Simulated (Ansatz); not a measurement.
# F3H2InSe: small, medium and large basis sets

How large a basis does F3H2InSe need? Two functionals are run in growing sets.

Program: Ansatz 0.2.0, Gaussian basis. Level of theory: one geometry, several basis sets. These are calculated values, not measurements.

The runs, in order: PBE0-D4/def2-SVP; ωB97M-V/def2-SVP; PBE0-D4/def2-QZVPP; ωB97M-V/def2-QZVPP; the functionals' def2-TZVPP values are taken from earlier runs.

## (1) The geometry

An earlier PBE0-D4 in a triple-zeta def2 set relaxation fixed the geometry. In takes the def2 core potential; no spin-orbit term is included.

SMILES `[F][In-]([F])([F])[SeH2+]`, 7 atoms, charge 0, spin multiplicity 1.

Atoms are counted from 1 here; the program's logs count them from 0.

Bond lengths: F1–In2 1.936 Å, In2–F3 1.946 Å, In2–F4 1.946 Å, In2–Se5 2.784 Å, Se5–H6 1.471 Å, Se5–H7 1.471 Å. Angles: F1–In2–F3 118.5°, F1–In2–F4 118.6°, F1–In2–Se5 105.5°, F3–In2–F4 117.2°, F3–In2–Se5 94.1°, F4–In2–Se5 94.2°, In2–Se5–H6 88.5°, In2–Se5–H7 88.5°, H6–Se5–H7 91.8°.

## (2) PBE0-D4 in def2-SVP

File in.yaml:

```yaml
crystal:
  periodic: [false, false, false]
  atoms:
    - {symbol: F, position_ang: [-0.889859, -2.019883, 1.546169]}
    - {symbol: In, position_ang: [0.214460, -1.068141, 0.271661]}
    - {symbol: F, position_ang: [1.954667, -0.417787, 0.852067]}
    - {symbol: F, position_ang: [-0.003738, -1.457269, -1.622740]}
    - {symbol: Se, position_ang: [-0.895983, 1.478404, 0.083809]}
    - {symbol: H, position_ang: [0.460331, 2.036185, 0.202685]}
    - {symbol: H, position_ang: [-0.778680, 1.380494, -1.379550]}
basis:
  gaussian: {orbitals: def2-SVP}
hamiltonian: {xc: pbe0, dispersion: d4}
output: {orbitals: {seedname: orbitals}}
```

Run with:

```console
$ ansatz run in.yaml --threads 4 --pin off --events-out ev --progress --plain --max-ram 10444MiB
```

After this run come: ωB97M-V in def2-SVP; PBE0-D4 in def2-QZVPP; ωB97M-V in def2-QZVPP.

**Question.** What will the summary of the whole plan be? Wanted: PBE0-D4: double and triple zeta above quadruple; ωB97M-V: double and triple zeta above quadruple.

As calculated:

| quantity | value |
| --- | --- |
| PBE0-D4: double and triple zeta above quadruple | 20.78, 1.93 eV |
| ωB97M-V: double and triple zeta above quadruple | 20.92, 1.86 eV |

What this shows: For PBE0-D4 the step from double to triple zeta gains 18.85 eV and the next only 1.93 eV. Total energies overstate the basis error of differences, where much of it tends to cancel.
